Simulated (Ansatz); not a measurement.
# CuSn3: the cost of one run

Method: DFT PBE, scalar-relativistic, plane waves, PAW, in Ansatz 0.2.0.

2 further runs of the same task are left out: 1 that didn't finish, 1 set aside as unsound or not needed.

## Step 1: Starting point

The structure is cubic, space group Fm-3m (No. 225). Conventional cell: a = 7.180 Å, b = 7.180 Å, c = 7.180 Å, α = 90.00°, β = 90.00°, γ = 90.00°. Cu (site symmetry m-3m) has 8 Sn at 3.11 Å as nearest neighbours. Sn (site symmetry m-3m) is surrounded by 8 Sn at 3.11 Å. Sn (site symmetry -43m) has 4 Cu at 3.11 Å and 4 Sn at 3.11 Å as nearest neighbours.

Structure file:

```cif
data_structure
_symmetry_space_group_name_H-M 'Fm-3m'
_symmetry_Int_Tables_number 225
_cell_length_a 7.1802
_cell_length_b 7.1802
_cell_length_c 7.1802
_cell_angle_alpha 90.000
_cell_angle_beta 90.000
_cell_angle_gamma 90.000
_cell_volume 370.17
loop_
_atom_site_label
_atom_site_type_symbol
_atom_site_symmetry_multiplicity
_atom_site_Wyckoff_symbol
_atom_site_fract_x
_atom_site_fract_y
_atom_site_fract_z
_atom_site_occupancy
Cu1 Cu 4 a 0.00000 0.00000 0.00000 1
Sn1 Sn 4 b 0.50000 0.00000 0.00000 1
Sn2 Sn 8 c 0.25000 0.75000 0.75000 1
```

Recipe of the guess: random cell by space group and Wyckoff sites (Fm-3m, No. 225). The dimensions are guesses.

## Step 2: The guess as it stands, on a coarse mesh

Contents of input.yaml:

```yaml
crystal:
  lattice:
    - [0.0, 3.59008174, 3.59008174]
    - [3.59008174, 0.0, 3.59008174]
    - [3.59008174, 3.59008174, 0.0]
  atoms:
    - { symbol: Cu, position: [0.0, 0.0, 0.0] }
    - { symbol: Sn, position: [0.5, 0.5, 0.5] }
    - { symbol: Sn, position: [0.25, 0.25, 0.25] }
    - { symbol: Sn, position: [0.75, 0.75, 0.75] }
basis:
  ecutwfc: 420
kpoints:
  mp_grid: { grid: [4, 4, 4] }
hamiltonian:
  xc: pbe
scf:
  occupations: { method: gaussian, width: 0.1 }
  lower_state_search: "off"
output:
  forces: true
  stress: true
  eigenvalues: true
```

The run is started by

```bash
ansatz run input.yaml --threads 1 --pin off --max-ram 2560MiB --backend cpu --events-out ev --progress --plain --runs-dir out
```

What time and memory should one allow on 1 thread of Arm Neoverse V1, shared host?

About 2.2 s, with a peak of 0.34 GiB.
